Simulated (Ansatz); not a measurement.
# Bi2Te3 (Tellurobismuthite): the cost of one run

Program: Ansatz 0.2.0. Level of theory: DFT, PBE, plane-wave PAW, default files, scalar-relativistic. These are calculated values, not measurements.

1 further run of the same task is left out (it didn't finish).

## Step 1: The structure to begin with

The structure is trigonal, space group R-3m (No. 166). The conventional cell has a = 4.386 Å, b = 4.386 Å, c = 30.497 Å, α = 90.00°, β = 90.00°, γ = 120.00°. Bi (site symmetry 3m) is surrounded by 6 Te at 3.07 to 3.25 Å. Around Te (site symmetry -3m) lie 6 Bi at 3.25 Å. Te (site symmetry 3m) has 3 Bi at 3.07 Å as nearest neighbours.

Structure file:

```cif
data_structure
_symmetry_space_group_name_H-M 'R-3m:H'
_symmetry_Int_Tables_number 166
_cell_length_a 4.3860
_cell_length_b 4.3860
_cell_length_c 30.4970
_cell_angle_alpha 90.000
_cell_angle_beta 90.000
_cell_angle_gamma 120.000
_cell_volume 508.07
loop_
_atom_site_label
_atom_site_type_symbol
_atom_site_symmetry_multiplicity
_atom_site_Wyckoff_symbol
_atom_site_fract_x
_atom_site_fract_y
_atom_site_fract_z
_atom_site_occupancy
Bi1 Bi 6 c 0.66667 0.33333 0.73333 1
Te1 Te 3 a 0.00000 0.00000 0.00000 1
Te2 Te 6 c 0.33333 0.66667 0.87617 1
```

The earlier run gave: gap on the mesh 0.29 eV, largest force 0.050 eV/Å, pressure 1.9 GPa.

Site by site (atoms counted from 1):

| site | atoms | first shell | V_zz (10²¹ V/m²) | η | C_Q (MHz) |
| --- | --- | --- | --- | --- | --- |
| Bi | 1, 2 | 6 Te at 3.07–3.25 Å | 3.03 | 0.00 | -37.8 (²⁰⁹Bi) |
| Te3 | 3 | 6 Bi at 3.25 Å | 9.93 | 0.00 | – |
| Te4 | 4, 5 | 3 Bi at 3.07 Å, 3 Te at 3.64 Å | 0.31 | 0.00 | – |

C_Q = eQV_zz/h, which is 24.18 MHz for Q = 1 b and V_zz = 10²¹ V/m²; η = (V_xx − V_yy)/V_zz. Quadrupole moments are those of Pyykkö's year-2017 table. A dash under C_Q marks elements without a common quadrupolar isotope.

## Step 2: Z stretched by -3 %, ions relaxed

Contents of input.yaml:

```yaml
crystal:
  lattice:
    - [2.193, 1.2661291403, 9.8606966667]
    - [-2.193, 1.2661291403, 9.8606966667]
    - [0.0, -2.5322582807, 9.8606966667]
  atoms:
    - { symbol: Bi, position: [0.3999813027, 0.3999813027, 0.3999813027] }
    - { symbol: Bi, position: [0.6000186973, 0.6000186973, 0.6000186973] }
    - { symbol: Te, position: [0.0, 0.0, 0.0] }
    - { symbol: Te, position: [0.2097944549, 0.2097944549, 0.2097944549] }
    - { symbol: Te, position: [0.7902055451, 0.7902055451, 0.7902055451] }
kpoints:
  mp_grid: { grid: [12, 12, 12] }
scf:
  occupations: { method: fermi_dirac, width: 0.02 }
hamiltonian:
  xc: pbe
  pseudopotentials: { kind: paw }
output:
  forces: true
  stress: true
  populations: true
  efg: { quadrupole_moments_barn: { Bi: -0.516 }, contact_densities: true }
relax:
  f_tol: 0.02
  max_steps: 60
```

The run is started by

```
$ ansatz run input.yaml --threads 1 --pin off --max-ram 3072MiB --backend cpu --events-out ev --progress --plain --runs-dir out
```

What time and memory should one allow on 1 thread of Intel Xeon Platinum 8259CL at 2.50GHz (Skylake/Cascade Lake), shared host?

About 4.2 min, with a peak of 1.4 GiB.
